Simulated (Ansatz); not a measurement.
# CH3Ge (doublet): the correlation ladder at twist about Ge1–C2 = 43.2°, cc-pVDZ

The task here is to estimate one member of a computed series from the others.

The runs use Ansatz 0.2.0, Gaussian basis; cc-pVDZ, core rule «outside noble gas», up to 15 orbitals frozen.

Plan: UHF; CCSD(T) on ROHF; CCSD(T) on UHF; BCCD(T) on ROHF; CISD; CCSDT(Q) on ROHF; CCSDT(Q) on UHF; CASSCF and MRCISD+Q, 3 electrons in 3 orbitals; CASSCF and NEVPT2, 3 electrons in 3 orbitals.

16 further runs of the same task are left out: 1 for a mislabelled method, 14 that didn't finish, 1 set aside as unsound or not needed.

### The system

The geometry derives from a PBE0/def2-TZVP stationary point (not a proven minimum). One half is turned about the bond named; the halves are rigid. No spin-orbit coupling is included. The filled d shell of Ge may be among the frozen orbitals whatever the setting's name suggests; the logs give the count.

5 atoms, charge 0, spin multiplicity 2.

Atoms are counted from 1 here; the program's logs count them from 0.

Bond lengths: Ge1–C2 1.750 Å, Ge1–H3 1.529 Å, Ge1–H4 1.522 Å, C2–H5 1.077 Å. Angles: C2–Ge1–H3 123.1°, C2–Ge1–H4 120.6°, H3–Ge1–H4 116.3°, Ge1–C2–H5 152.0°.

Set-up of the first run:

in.yaml

```yaml
crystal:
  periodic: [false, false, false]
  atoms:
    - {symbol: Ge, position_ang: [-0.003974, 0.010798, 0.252154]}
    - {symbol: C, position_ang: [-0.003974, -0.091098, -1.495333]}
    - {symbol: H, position_ang: [-0.003974, 1.337852, 1.010914]}
    - {symbol: H, position_ang: [-0.003974, -1.251460, 1.102247]}
    - {symbol: H, position_ang: [0.341692, 0.220979, -2.466783]}
basis:
  gaussian: {orbitals: cc-pVDZ}
magnetization: {spin_polarized: true, initial_magnetization: 1}
hamiltonian: {xc: hf}
output: {orbitals: {seedname: orbitals}}
```

Command:

```sh
> ansatz run in.yaml --threads 1 --pin off --events-out ev --progress --plain --max-ram 2393MiB
```

Steps of the session up to this table: UHF; CCSD(T) on ROHF; CCSD(T) on UHF; BCCD(T) on ROHF; CISD; CCSDT(Q) on ROHF; CCSDT(Q) on UHF; CASSCF and MRCISD+Q, 3 electrons in 3 orbitals; CASSCF and NEVPT2, 3 electrons in 3 orbitals.

One of the session's tables, all rows but one given; the rest of the session is left out.

```
       method  from RCCSDT(Q) (meV)
         ROHF               +7051.6
          UHF               +6500.9
         RMP2               +1291.6
         UMP2               +1607.7
        RCCSD                +310.7
        UCCSD                +319.0
     RCCSD(T)                 +58.4
     UCCSD(T)                 +95.4
      BCCD(T)                 +61.7
       RCCSDT                 +19.8
       UCCSDT                 +22.0
    RCCSDT(Q)                     0
    UCCSDT(Q)                  +0.6
  CASSCF pair                     ?
  NEVPT2 pair               +1112.5
  MRCISD pair                +640.8
MRCISD+Q pair                 +73.5
```

Estimate the missing values for CASSCF pair.

**Answer.** from RCCSDT(Q) (meV): +6180.5. In the column «from RCCSDT(Q) (meV)» it lies between UMP2 (+1607.7) and UHF (+6500.9).

Not comparable, so not listed: CISD (they don't share determinant, frozen orbitals or solution with the rows shown, or repeat one).

Limits of these values: The determinant is far from a pure spin state, so its energy mixes those of several spin states (harmless only where they are near-degenerate, as at dissociation). Restricted and unrestricted rows rest on different reference determinants; where their highest levels disagree by more than a few hundredths of an eV, they describe different states and don't form one ladder.
